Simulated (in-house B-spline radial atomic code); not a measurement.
# Mo: a fraction of an electron added to 5s

Aim: the energy of Mo as a fraction of an electron is added to 5s, to see how far it bends away from a straight line.

Program: in-house B-spline radial atomic code version 1. Level of theory: scalar-relativistic (spin-free one-electron X2C) RPBE, spin-polarised, spherical fractional occupations, Fermi nucleus, basis-set limit. These are calculated values, not measurements, unless marked.

## 1. The system

* element: molybdenum (Z = 42)
* charge: 0
* electrons: 42
* configuration: [Kr] 4d5 5s1
* Hamiltonian: scalar-relativistic (X2C)
* nucleus: Fermi, rms radius 4.409 fm

The outer shells:

[Kr] 4d5 5s1
```
[Kr] core
4d [↑ ][↑ ][↑ ][↑ ][↑ ]
5s [↑ ]
```

Where spins are not typed, each open shell is filled with up spins first.

## 2. The start, at fraction 0

Settings, as recorded:

```ini
Z = 42
electrons = 42.0
configuration = [Kr] 4d5 5s1
hamiltonian = x2c
method = rpbe,pbe
spin_polarised = True
nucleus = fermi
rms_radius = 4.4091
mass_number = 98
atomic_mass = 97.905403609
speed_of_light = 137.035999084
```

Results of the run (chosen fields of its result record, rounded):

```text
{
  "status": "converged",
  "scf [iteration, energy, orbital gradient]": [
    [1, -4042.78011653, 0.435],
    [2, -4044.85477411, 0.26],
    [3, -4048.16588992, 0.0543],
    [4, -4048.30951393, 0.0206],
    [5, -4048.32296387, 0.00826],
    [6, -4048.32572623, 0.00309],
    [7, -4048.32577005, 0.00223],
    [8, -4048.32611395, 8.34e-05],
    [9, -4048.32611439, 8.03e-06],
    [10, -4048.32611439, 6.87e-07],
    [11, -4048.32611439, 8.55e-08]
  ],
  "energy [hartree]": {"total": -4048.32611439, "kinetic": 4197.7962322, "nuclear": -9782.86066305, "coulomb": 1661.51248548, "xc": -124.774169023},
  "orbitals [hartree, bohr; first row names the columns]": [
    ["name", "occ", "eps", "<r>", "<r^2>", "<1/r>", "r_max"],
    ["1s up", 1.0, -727.39605, 0.034668, 0.0016328, 44.988, 0.022284],
    ["1s down", 1.0, -727.39607, 0.034668, 0.0016328, 44.988, 0.022284],
    ["2s up", 1.0, -102.72877, 0.15331, 0.02777, 10.066, 0.12952],
    ["2s down", 1.0, -102.71119, 0.1533, 0.027766, 10.067, 0.12952],
    ["2p up", 3.0, -91.841333, 0.13376, 0.021878, 9.5602, 0.10336],
    ["2p down", 3.0, -91.828388, 0.13375, 0.021873, 9.5611, 0.10335],
    ["3s up", 1.0, -17.46927, 0.42863, 0.21062, 3.4187, 0.38376],
    ["3s down", 1.0, -17.460563, 0.42863, 0.21058, 3.4179, 0.38384],
    ["3p up", 3.0, -13.899503, 0.4304, 0.21571, 3.2114, 0.37726],
    ["3p down", 3.0, -13.889534, 0.43035, 0.21561, 3.2108, 0.37737],
    ["3d up", 5.0, -8.0890035, 0.41532, 0.20754, 2.9687, 0.32264],
    ["3d down", 5.0, -8.0728887, 0.41518, 0.20726, 2.9685, 0.32284],
    ["4s up", 1.0, -2.3767279, 1.1127, 1.4044, 1.2315, 0.99282],
    ["4s down", 1.0, -2.2788501, 1.1034, 1.381, 1.2446, 0.9875],
    ["4p up", 3.0, -1.4340289, 1.2446, 1.7788, 1.08, 1.0765],
    ["4p down", 3.0, -1.3237318, 1.2324, 1.7459, 1.0939, 1.0684],
    ["4d up", 5.0, -0.16679719, 1.9647, 4.8281, 0.69642, 1.3941],
    ["5s up", 1.0, -0.1668835, 3.4854, 14.014, 0.36961, 2.8801]
  ],
  "sum_r [bohr^k]": {"-1": 236.1125, "1": 31.72659, "2": 55.49301}
}
```

It took 0.21 s on 1 thread, shared host.

## 3. 0.1 electron added to 5s

The settings differ from step 2 so:

```diff
@@ -1,4 +1,4 @@
 Z = 42
-electrons = 42.0
-configuration = [Kr] 4d5 5s1
+electrons = 42.1
+configuration = [Kr] 4d5 5s1.1
 hamiltonian = x2c
```

Results of the run:

```text
{
  "status": "converged",
  "scf [iteration, energy, orbital gradient]": [
    [1, -4042.85220372, 0.435],
    [2, -4044.79364797, 0.261],
    [3, -4048.17030914, 0.0534],
    [4, -4048.3171509, 0.0211],
    [5, -4048.33108682, 0.00853],
    [6, -4048.33406233, 0.00302],
    [7, -4048.33407272, 0.00223],
    [8, -4048.33442935, 9.43e-05],
    [9, -4048.33443, 1.02e-05],
    [10, -4048.33443, 8.22e-07],
    [11, -4048.33443, 8.52e-08]
  ],
  "energy [hartree]": {"total": -4048.33443, "kinetic": 4197.80390766, "nuclear": -9783.79139855, "coulomb": 1662.43386002, "xc": -124.780799124},
  "orbitals [hartree, bohr; first row names the columns]": [
    ["name", "occ", "eps", "<r>"],
    ["1s up", 1.0, -727.37407, 0.034668],
    ["1s down", 1.0, -727.37414, 0.034668],
    ["2s up", 1.0, -102.70697, 0.15331],
    ["2s down", 1.0, -102.68948, 0.1533],
    ["2p up", 3.0, -91.819531, 0.13376],
    ["2p down", 3.0, -91.806658, 0.13375],
    ["3s up", 1.0, -17.447403, 0.42863],
    ["3s down", 1.0, -17.438783, 0.42863],
    ["3p up", 3.0, -13.877634, 0.4304],
    ["3p down", 3.0, -13.867759, 0.43035],
    ["3d up", 5.0, -8.0671409, 0.41532],
    ["3d down", 5.0, -8.0511403, 0.41518],
    ["4s up", 1.0, -2.3544649, 1.1126],
    ["4s down", 1.0, -2.2572012, 1.1034],
    ["4p up", 3.0, -1.4115971, 1.2444],
    ["4p down", 3.0, -1.3021446, 1.2328],
    ["4d up", 5.0, -0.14423374, 1.9732],
    ["5s up", 1.0, -0.14663263, 3.5242],
    ["5s down", 0.1, -0.080671864, 3.9202]
  ],
  "sum_r [bohr^k]": {"-1": 236.1347, "1": 32.20025, "2": 57.94957},
  "energy_minus_base [hartree]": -0.00831560692
}
```

Wall time 0.13 s (1 thread, shared host).

energy_minus_base is the energy less that of the reference run.

## 4. 0.2 electron added to 5s

The settings differ from step 3 so:

```diff
@@ -1,4 +1,4 @@
 Z = 42
-electrons = 42.1
-configuration = [Kr] 4d5 5s1.1
+electrons = 42.2
+configuration = [Kr] 4d5 5s1.2
 hamiltonian = x2c
```

Results of the run:

```text
{
  "status": "converged",
  "scf [iteration, energy, orbital gradient]": [
    [1, -4042.92241195, 0.435],
    [2, -4044.72914225, 0.262],
    [3, -4048.17269742, 0.0531],
    [4, -4048.3234465, 0.0216],
    [5, -4048.33774938, 0.00882],
    [6, -4048.3411095, 0.00298],
    [7, -4048.34109034, 0.00227],
    [8, -4048.34147539, 0.000104],
    [9, -4048.3414763, 1.29e-05],
    [10, -4048.34147631, 1.18e-06],
    [11, -4048.34147631, 2.25e-07]
  ],
  "energy [hartree]": {"total": -4048.34147631, "kinetic": 4197.81023723, "nuclear": -9784.6783446, "coulomb": 1663.31427305, "xc": -124.787641984},
  "orbitals [hartree, bohr; first row names the columns]": [
    ["name", "occ", "eps", "<r>"],
    ["1s up", 1.0, -727.35311, 0.034668],
    ["1s down", 1.0, -727.35323, 0.034668],
    ["2s up", 1.0, -102.68618, 0.15331],
    ["2s down", 1.0, -102.66877, 0.1533],
    ["2p up", 3.0, -91.798731, 0.13376],
    ["2p down", 3.0, -91.785925, 0.13375],
    ["3s up", 1.0, -17.426547, 0.42863],
    ["3s down", 1.0, -17.418007, 0.42863],
    ["3p up", 3.0, -13.856775, 0.4304],
    ["3p down", 3.0, -13.846988, 0.43035],
    ["3d up", 5.0, -8.0462876, 0.41532],
    ["3d down", 5.0, -8.0303938, 0.41518],
    ["4s up", 1.0, -2.3332578, 1.1125],
    ["4s down", 1.0, -2.2366051, 1.1034],
    ["4p up", 3.0, -1.3902445, 1.2441],
    ["4p down", 3.0, -1.2815863, 1.2328],
    ["4d up", 5.0, -0.1227563, 1.9814],
    ["5s up", 1.0, -0.12721438, 3.5636],
    ["5s down", 0.2, -0.060445376, 4.0902]
  ],
  "sum_r [bohr^k]": {"-1": 236.1558, "1": 32.70555, "2": 60.78847},
  "energy_minus_base [hartree]": -0.0153619178
}
```

Wall time 0.14 s (1 thread, shared host).

## 5. 0.3 electron added to 5s

The settings differ from step 4 so:

```diff
@@ -1,4 +1,4 @@
 Z = 42
-electrons = 42.2
-configuration = [Kr] 4d5 5s1.2
+electrons = 42.3
+configuration = [Kr] 4d5 5s1.3
 hamiltonian = x2c
```

Results of the run:

```text
{
  "status": "converged",
  "scf [iteration, energy, orbital gradient]": [
    [1, -4042.99047053, 0.435],
    [2, -4044.65987992, 0.262],
    [3, -4048.17317505, 0.0527],
    [4, -4048.32773199, 0.022],
    [5, -4048.34246368, 0.00914],
    [6, -4048.34627068, 0.00292],
    [7, -4048.34622048, 0.00227],
    [8, -4048.34662753, 0.000113],
    [9, -4048.34662881, 1.48e-05],
    [10, -4048.34662882, 1.68e-06],
    [11, -4048.34662882, 3.49e-07]
  ],
  "energy [hartree]": {"total": -4048.34662882, "kinetic": 4197.81458776, "nuclear": -9785.52165926, "coulomb": 1664.1544842, "xc": -124.794041525},
  "orbitals [hartree, bohr; first row names the columns]": [
    ["name", "occ", "eps", "<r>"],
    ["1s up", 1.0, -727.33315, 0.034668],
    ["1s down", 1.0, -727.33332, 0.034668],
    ["2s up", 1.0, -102.66637, 0.15331],
    ["2s down", 1.0, -102.64903, 0.1533],
    ["2p up", 3.0, -91.778916, 0.13376],
    ["2p down", 3.0, -91.766171, 0.13375],
    ["3s up", 1.0, -17.406685, 0.42863],
    ["3s down", 1.0, -17.398217, 0.42863],
    ["3p up", 3.0, -13.836911, 0.4304],
    ["3p down", 3.0, -13.827201, 0.43036],
    ["3d up", 5.0, -8.0264289, 0.41532],
    ["3d down", 5.0, -8.010629, 0.41518],
    ["4s up", 1.0, -2.3130964, 1.1124],
    ["4s down", 1.0, -2.2169695, 1.1035],
    ["4p up", 3.0, -1.3699563, 1.2439],
    ["4p down", 3.0, -1.2619645, 1.2327],
    ["4d up", 5.0, -0.1023179, 1.989],
    ["5s up", 1.0, -0.10854439, 3.6034],
    ["5s down", 0.3, -0.043117957, 4.2594]
  ],
  "sum_r [bohr^k]": {"-1": 236.1759, "1": 33.24214, "2": 64.02775},
  "energy_minus_base [hartree]": -0.0205144314
}
```

Run time: 0.13 s. Hardware: 1 thread, shared host.

## 6. 0.4 electron added to 5s

The settings differ from step 5 so:

```diff
@@ -1,4 +1,4 @@
 Z = 42
-electrons = 42.3
-configuration = [Kr] 4d5 5s1.3
+electrons = 42.4
+configuration = [Kr] 4d5 5s1.4
 hamiltonian = x2c
```

Results of the run:

```text
{
  "status": "converged",
  "scf [iteration, energy, orbital gradient]": [
    [1, -4043.05662622, 0.435],
    [2, -4044.58665003, 0.263],
    [3, -4048.17206973, 0.0521],
    [4, -4048.33027069, 0.0224],
    [5, -4048.34551691, 0.00948],
    [6, -4048.34983404, 0.00284],
    [7, -4048.34975443, 0.00224],
    [8, -4048.35017575, 0.000131],
    [9, -4048.35017758, 1.92e-05],
    [10, -4048.3501776, 1.99e-06],
    [11, -4048.3501776, 5.4e-07],
    [12, -4048.3501776, 1.14e-07]
  ],
  "energy [hartree]": {"total": -4048.3501776, "kinetic": 4197.81730369, "nuclear": -9786.32589717, "coulomb": 1664.95870057, "xc": -124.800284688},
  "orbitals [hartree, bohr; first row names the columns]": [
    ["name", "occ", "eps", "<r>"],
    ["1s up", 1.0, -727.3141, 0.034668],
    ["1s down", 1.0, -727.31431, 0.034668],
    ["2s up", 1.0, -102.64744, 0.15331],
    ["2s down", 1.0, -102.63016, 0.1533],
    ["2p up", 3.0, -91.759985, 0.13376],
    ["2p down", 3.0, -91.747293, 0.13375],
    ["3s up", 1.0, -17.387716, 0.42863],
    ["3s down", 1.0, -17.379311, 0.42863],
    ["3p up", 3.0, -13.81794, 0.4304],
    ["3p down", 3.0, -13.808298, 0.43036],
    ["3d up", 5.0, -8.0074618, 0.41532],
    ["3d down", 5.0, -7.9917441, 0.41518],
    ["4s up", 1.0, -2.2938727, 1.1123],
    ["4s down", 1.0, -2.1981855, 1.1035],
    ["4p up", 3.0, -1.3506213, 1.2437],
    ["4p down", 3.0, -1.2431719, 1.2326],
    ["4d up", 5.0, -0.082807982, 1.996],
    ["5s up", 1.0, -0.090554288, 3.644],
    ["5s down", 0.4, -0.028146098, 4.4246]
  ],
  "sum_r [bohr^k]": {"-1": 236.195, "1": 33.80929, "2": 67.6878},
  "energy_minus_base [hartree]": -0.0240632123
}
```

Run time: 0.14 s. Hardware: 1 thread, shared host.

## 7. 0.5 electron added to 5s

The settings differ from step 6 so:

```diff
@@ -1,4 +1,4 @@
 Z = 42
-electrons = 42.4
-configuration = [Kr] 4d5 5s1.4
+electrons = 42.5
+configuration = [Kr] 4d5 5s1.5
 hamiltonian = x2c
```

Results of the run:

```text
{
  "status": "converged",
  "scf [iteration, energy, orbital gradient]": [
    [1, -4043.12100706, 0.435],
    [2, -4044.51009241, 0.264],
    [3, -4048.16948127, 0.0514],
    [4, -4048.33123693, 0.0228],
    [5, -4048.34699396, 0.0099],
    [6, -4048.35196378, 0.00277],
    [7, -4048.3518551, 0.00223],
    [8, -4048.35229978, 0.000164],
    [9, -4048.35230258, 2.37e-05],
    [10, -4048.35230262, 3.03e-06],
    [11, -4048.35230262, 7.97e-07],
    [12, -4048.35230262, 1.12e-07]
  ],
  "energy [hartree]": {"total": -4048.35230262, "kinetic": 4197.81849365, "nuclear": -9787.09014361, "coulomb": 1665.72581392, "xc": -124.806466577},
  "orbitals [hartree, bohr; first row names the columns]": [
    ["name", "occ", "eps", "<r>"],
    ["1s up", 1.0, -727.29598, 0.034668],
    ["1s down", 1.0, -727.29623, 0.034668],
    ["2s up", 1.0, -102.62942, 0.15331],
    ["2s down", 1.0, -102.6122, 0.1533],
    ["2p up", 3.0, -91.741964, 0.13376],
    ["2p down", 3.0, -91.729316, 0.13375],
    ["3s up", 1.0, -17.369663, 0.42863],
    ["3s down", 1.0, -17.361312, 0.42863],
    ["3p up", 3.0, -13.799885, 0.4304],
    ["3p down", 3.0, -13.790302, 0.43036],
    ["3d up", 5.0, -7.9894097, 0.41531],
    ["3d down", 5.0, -7.973763, 0.41518],
    ["4s up", 1.0, -2.2756027, 1.1122],
    ["4s down", 1.0, -2.1802793, 1.1034],
    ["4p up", 3.0, -1.3322538, 1.2436],
    ["4p down", 3.0, -1.2252427, 1.2325],
    ["4d up", 5.0, -0.06424589, 2.0026],
    ["5s up", 1.0, -0.073283019, 3.6853],
    ["5s down", 0.5, -0.014532789, 4.5985]
  ],
  "sum_r [bohr^k]": {"-1": 236.2132, "1": 34.41216, "2": 71.88707},
  "energy_minus_base [hartree]": -0.0261882318
}
```

Wall time 0.14 s (1 thread, shared host).

## 8. 0.6 electron added to 5s

The settings differ from step 7 so:

```diff
@@ -1,4 +1,4 @@
 Z = 42
-electrons = 42.5
-configuration = [Kr] 4d5 5s1.5
+electrons = 42.6
+configuration = [Kr] 4d5 5s1.6
 hamiltonian = x2c
```

Results of the run:

```text
{
  "status": "converged",
  "scf [iteration, energy, orbital gradient]": [
    [1, -4043.18367662, 0.435],
    [2, -4044.43057252, 0.264],
    [3, -4048.16545628, 0.0506],
    [4, -4048.33073385, 0.0233],
    [5, -4048.31414325, 0.0137],
    [6, -4048.34170367, 0.0122],
    [7, -4048.35223393, 0.00377],
    [8, -4048.35298127, 0.0016],
    [9, -4048.3531146, 0.00024],
    [10, -4048.35311538, 4.07e-05],
    [11, -4048.35311549, 1.45e-05],
    [12, -4048.35311549, 2.64e-06],
    [13, -4048.3531155, 2.8e-07]
  ],
  "energy [hartree]": {"total": -4048.35311549, "kinetic": 4197.81836328, "nuclear": -9787.80891316, "coulomb": 1666.44999282, "xc": -124.812558435},
  "orbitals [hartree, bohr; first row names the columns]": [
    ["name", "occ", "eps", "<r>"],
    ["1s up", 1.0, -727.27892, 0.034668],
    ["1s down", 1.0, -727.2792, 0.034668],
    ["2s up", 1.0, -102.61244, 0.15331],
    ["2s down", 1.0, -102.59526, 0.1533],
    ["2p up", 3.0, -91.724984, 0.13376],
    ["2p down", 3.0, -91.712374, 0.13375],
    ["3s up", 1.0, -17.352657, 0.42863],
    ["3s down", 1.0, -17.344352, 0.42863],
    ["3p up", 3.0, -13.782877, 0.4304],
    ["3p down", 3.0, -13.773345, 0.43036],
    ["3d up", 5.0, -7.9724049, 0.41531],
    ["3d down", 5.0, -7.9568181, 0.41518],
    ["4s up", 1.0, -2.258418, 1.1122],
    ["4s down", 1.0, -2.1633882, 1.1034],
    ["4p up", 3.0, -1.3149859, 1.2434],
    ["4p down", 3.0, -1.2083221, 1.2324],
    ["4d up", 5.0, -0.046774252, 2.0086],
    ["5s up", 1.0, -0.056876516, 3.7268],
    ["5s down", 0.6, -0.0018777029, 4.8016]
  ],
  "sum_r [bohr^k]": {"-1": 236.2304, "1": 35.06455, "2": 76.92853},
  "energy_minus_base [hartree]": -0.0270011047
}
```

Wall time 0.33 s (1 thread, shared host).

## 9. 0.7 electron added to 5s

The settings differ from step 8 so:

```diff
@@ -1,4 +1,4 @@
 Z = 42
-electrons = 42.6
-configuration = [Kr] 4d5 5s1.6
+electrons = 42.7
+configuration = [Kr] 4d5 5s1.7
 hamiltonian = x2c
```

Results of the run:

```text
{
  "status": "converged",
  "warnings": ["5s down has a positive eigenvalue: unbound, held by the box"],
  "scf [iteration, energy, orbital gradient]": [
    [1, -4043.24466852, 0.435],
    [2, -4044.3482873, 0.265],
    [3, -4048.16002838, 0.0497],
    [4, -4048.32882987, 0.0239],
    [5, -4048.31140754, 0.0145],
    [6, -4048.33967396, 0.0144],
    [7, -4048.35176909, 0.00455],
    [8, -4048.3525124, 0.0019],
    [9, -4048.35270974, 0.000314],
    [10, -4048.35271099, 5.47e-05],
    [11, -4048.3527111, 1.43e-05],
    [12, -4048.35271111, 3.41e-06],
    [13, -4048.35271111, 7.74e-07],
    [14, -4048.35271111, 8.44e-08]
  ],
  "energy [hartree]": {"total": -4048.35271111, "kinetic": 4197.81703784, "nuclear": -9788.46539486, "coulomb": 1667.11400743, "xc": -124.818361527},
  "orbitals [hartree, bohr; first row names the columns]": [
    ["name", "occ", "eps", "<r>"],
    ["1s up", 1.0, -727.26333, 0.034668],
    ["1s down", 1.0, -727.26363, 0.034668],
    ["2s up", 1.0, -102.59691, 0.15331],
    ["2s down", 1.0, -102.57976, 0.1533],
    ["2p up", 3.0, -91.709445, 0.13376],
    ["2p down", 3.0, -91.696865, 0.13375],
    ["3s up", 1.0, -17.337098, 0.42863],
    ["3s down", 1.0, -17.32883, 0.42863],
    ["3p up", 3.0, -13.767317, 0.4304],
    ["3p down", 3.0, -13.757824, 0.43036],
    ["3d up", 5.0, -7.9568464, 0.41531],
    ["3d down", 5.0, -7.9413064, 0.41518],
    ["4s up", 1.0, -2.2427206, 1.1121],
    ["4s down", 1.0, -2.1479121, 1.1034],
    ["4p up", 3.0, -1.2992221, 1.2433],
    ["4p down", 3.0, -1.1928163, 1.2324],
    ["4d up", 5.0, -0.030812347, 2.0138],
    ["5s up", 1.0, -0.041728317, 3.7665],
    ["5s down", 0.7, 0.0097661546, 5.0849]
  ],
  "sum_r [bohr^k]": {"-1": 236.246, "1": 35.80764, "2": 83.83001},
  "energy_minus_base [hartree]": -0.026596722
}
```

Wall time 0.15 s (1 thread, shared host).

## 10. 0.8 electron added to 5s

The settings differ from step 9 so:

```diff
@@ -1,4 +1,4 @@
 Z = 42
-electrons = 42.7
-configuration = [Kr] 4d5 5s1.7
+electrons = 42.8
+configuration = [Kr] 4d5 5s1.8
 hamiltonian = x2c
```

Results of the run:

```text
{
  "status": "converged",
  "warnings": ["5s down has a positive eigenvalue: unbound, held by the box"],
  "scf [iteration, energy, orbital gradient]": [
    [1, -4043.30399736, 0.435],
    [2, -4044.26333723, 0.273],
    [3, -4048.15322716, 0.0508],
    [4, -4048.32557742, 0.0245],
    [5, -4048.30797069, 0.0153],
    [6, -4048.33421461, 0.0175],
    [7, -4048.34967033, 0.00618],
    [8, -4048.35102386, 0.00218],
    [9, -4048.35125809, 0.000442],
    [10, -4048.35125277, 0.000274],
    [11, -4048.35125761, 0.000235],
    [12, -4048.35125679, 0.000239],
    [13, -4048.35126709, 1.16e-05],
    [14, -4048.35126706, 1.62e-05],
    [15, -4048.3512671, 7.09e-06],
    [16, -4048.35126711, 1.72e-06],
    [17, -4048.35126711, 1.49e-06],
    [18, -4048.35126711, 3.97e-07]
  ],
  "energy [hartree]": {"total": -4048.35126711, "kinetic": 4197.81533444, "nuclear": -9788.88579585, "coulomb": 1667.54123844, "xc": -124.822044147},
  "orbitals [hartree, bohr; first row names the columns]": [
    ["name", "occ", "eps", "<r>"],
    ["1s up", 1.0, -727.25332, 0.034668],
    ["1s down", 1.0, -727.25364, 0.034668],
    ["2s up", 1.0, -102.58692, 0.15331],
    ["2s down", 1.0, -102.56979, 0.1533],
    ["2p up", 3.0, -91.69946, 0.13376],
    ["2p down", 3.0, -91.686891, 0.13375],
    ["3s up", 1.0, -17.327106, 0.42863],
    ["3s down", 1.0, -17.318852, 0.42863],
    ["3p up", 3.0, -13.757324, 0.4304],
    ["3p down", 3.0, -13.747847, 0.43036],
    ["3d up", 5.0, -7.9468542, 0.41531],
    ["3d down", 5.0, -7.9313324, 0.41518],
    ["4s up", 1.0, -2.2326747, 1.1121],
    ["4s down", 1.0, -2.1379486, 1.1034],
    ["4p up", 3.0, -1.2891494, 1.2433],
    ["4p down", 3.0, -1.1828389, 1.2323],
    ["4d up", 5.0, -0.020634942, 2.016],
    ["5s up", 1.0, -0.031858978, 3.7873],
    ["5s down", 0.8, 0.017645495, 6.36]
  ],
  "sum_r [bohr^k]": {"-1": 236.256, "1": 37.36809, "2": 119.7407},
  "energy_minus_base [hartree]": -0.025152716
}
```

Run time: 0.19 s. Hardware: 1 thread, shared host.

## 11. Energy against the fraction

| fraction | energy change (eV) | less the straight line (eV) | level 5s down (eV) | sum of <r²> (bohr²) |
| --- | --- | --- | --- | --- |
| 0 | 0.0000 | 0.0000 | empty | 55.493 |
| 0.1 | -0.2263 | -0.1407 | -2.195 | 57.950 |
| 0.2 | -0.4180 | -0.2469 | -1.645 | 60.788 |
| 0.3 | -0.5582 | -0.3016 | -1.173 | 64.028 |
| 0.4 | -0.6548 | -0.3126 | -0.766 | 67.688 |
| 0.5 | -0.7126 | -0.2848 | -0.395 | 71.887 |
| 0.6 | -0.7347 | -0.2214 | -0.0511 | 76.929 |
| 0.7 | -0.7237 | -0.1248 | 0.266 | 83.830 |
| 0.8 | -0.6844 | 0.0000 | 0.480 | 119.74 |

What this shows: From fraction 0 to 0.8 the energy changes by -0.684 eV. It sags under the straight line by up to 0.31 eV (at 0.4); exact theory is straight between whole electron numbers, so this convex bend is an error (delocalisation) that favours fractional charges. From fraction 0.7 on, a level is unbound or reaches the edge of the box, so those points hang on the box (radius 50.0 bohr). The path stops at 0.8, so the line is drawn to that point and not to a whole electron.
